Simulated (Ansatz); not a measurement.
# FH2InN: the cost of one run

All numbers below are computed with Ansatz 0.2.0 (UKS PBE0/def2-SVP).

### 1 The system as given

Bond lengths: N1–In2 1.854 Å, In2–F3 0.923 Å, N1–H4 1.030 Å, N1–H5 1.051 Å. Angles: N1–In2–F3 149.4°, In2–N1–H4 97.5°, In2–N1–H5 95.8°, H4–N1–H5 103.9°.

As a file:

```xyz
5

N     0.2069    0.7749   -0.3079
In    0.1179   -0.9795    0.2845
F     0.5128   -1.8093    0.3729
H    -0.5937    0.7383   -0.9556
H    -0.1939    1.2019    0.5647
```

### 2 End point A

The input, input.yaml:

```yaml
crystal:
  periodic: [false, false, false]
  atoms:
    - { symbol: "N", position_ang: [0.2069, 0.7749, -0.3079] }
    - { symbol: In, position_ang: [0.1179, -0.9795, 0.2845] }
    - { symbol: F, position_ang: [0.5128, -1.8093, 0.3729] }
    - { symbol: H, position_ang: [-0.5937, 0.7383, -0.9556] }
    - { symbol: H, position_ang: [-0.1939, 1.2019, 0.5647] }
magnetization:
  spin_polarized: true
  initial_magnetization: 1
basis:
  gaussian: { orbitals: def2-SVP }
hamiltonian:
  xc: pbe0
relax:
  f_tol: 0.015
  max_steps: 40
```

Run with:

```
$ ansatz run input.yaml --threads 1 --pin off --max-ram 2048MiB --backend cpu --events-out ev --progress --plain --runs-dir out
```

Q: Estimate wall time and peak memory on 1 thread of Arm Neoverse V1, shared host.

About 50 s, with a peak of 0.17 GiB.
